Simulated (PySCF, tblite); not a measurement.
**C₄H₇BF₂O: geometry, infrared bands and NMR shifts**

Aim: predict the infrared bands and NMR shifts of C₄H₇BF₂O (`C=CCB(F)OCF`).

Computed with tblite 0.8.0 and PySCF 2.14.0, with density-fitted response routines of our own, on a single molecule in the gas phase. Atoms count from 0, in the outputs and in this text.

**1. Starting geometry**

15 atoms, charge 0, multiplicity 1; geometry from: force field or distance geometry start.

Bonds of the start (Å): C0–C1 1.33, C1–C2 1.51, C2–B3 1.61, B3–F4 1.44, B3–O5 1.48, O5–C6 1.41, C6–F7 1.38, C0–H8 1.09, C0–H9 1.07, C1–H10 1.09, C2–H11 1.11, C2–H12 1.10, C6–H13 1.11, C6–H14 1.11.

**2. Geometry optimisation with GFN2-xTB**

What the job is given:

```
{"job": {"kind": "relax", "xc": "GFN2-xTB", "basis": "xTB"}, "charge": 0, "multiplicity": 1}
C      1.783400     0.657300    -0.968600
C      1.660200    -0.574500    -0.488600
C      0.797800    -0.895800     0.703200
B     -0.740300    -0.989900     0.249600
F     -1.130100    -1.954400    -0.747000
O     -1.780600    -0.246700     0.985300
C     -2.009100     0.973600     0.315300
F     -3.006500     1.657200     0.984800
H      1.234000     1.483700    -0.523400
H      2.416400     0.851700    -1.813700
H      2.231600    -1.383100    -0.940900
H      0.906000    -0.125700     1.493800
H      1.085600    -1.872500     1.130900
H     -1.098100     1.615400     0.324500
H     -2.354500     0.811600    -0.727200
```

Command:

```bash
$ OMP_NUM_THREADS=1 python probes_run.py task.json out
```

One launch serves the whole session: the jobs run in the order shown.

**Question.** This job is followed by: GFN2-xTB harmonic vibrations, gas phase; GIAO PBE0/pcSseg-1 NMR shielding, non-relativistic, gas phase. Predict these results of the whole session: strongest single infrared mode (GFN2-xTB); zero-point energy (GFN2-xTB); 13C shifts against TMS (PBE0/pcSseg-1); 1H shifts against TMS (PBE0/pcSseg-1, means over atoms taken as alike); 11B shifts against BF3·OEt2 (PBE0/pcSseg-1); 19F shifts against CFCl3 (PBE0/pcSseg-1); 17O shifts against H2O (PBE0/pcSseg-1); surface potential, 1st and 99th percentile.

As calculated:

| quantity | value |
| --- | --- |
| strongest single infrared mode (GFN2-xTB) | 1268 cm⁻¹, 526 km/mol |
| zero-point energy (GFN2-xTB) | 68.7 kcal/mol |
| 13C shifts against TMS (PBE0/pcSseg-1) | 140.6, 122.8, 101.5, 26.9 ppm |
| 1H shifts against TMS (PBE0/pcSseg-1, means over atoms taken as alike) | 6.14, 6.02, 5.56, 5.35, 2.22 ppm |
| 11B shifts against BF3·OEt2 (PBE0/pcSseg-1) | 26.3 ppm |
| 19F shifts against CFCl3 (PBE0/pcSseg-1) | -73.9, -168.2 ppm |
| 17O shifts against H2O (PBE0/pcSseg-1) | 178.3 ppm |
| surface potential, 1st and 99th percentile | -1.04 V and 1.22 V |

**Reading.** Over 141 steps the energy fell by 1.233 eV; of the close pairs, B3–O5 changed most, 1.475 to 1.349 Å. The lowest mode is slightly imaginary (5i cm⁻¹), a soft motion within the noise of the Hessian, so the minimum is not strictly shown. The strongest single mode, at 1268 cm⁻¹, is spread over many atoms; the largest shares are those of B3, O5. GFN2-xTB is a fitted tight-binding method: band positions and strengths are rough. Its intensities can rank the bands wrongly. The most deshielded carbon is C1 (alkene CH), at 140.6 ppm: the olefinic region. The most deshielded hydrogen is H10 (hydrogen on an alkene CH), at 6.14 ppm: a vinylic proton, deshielded by the sp2 carbon and the C=C anisotropy. At PBE0/pcSseg-1: Shielding is most anisotropic at F4 (span 286 ppm, paramagnetic term -223 ppm).
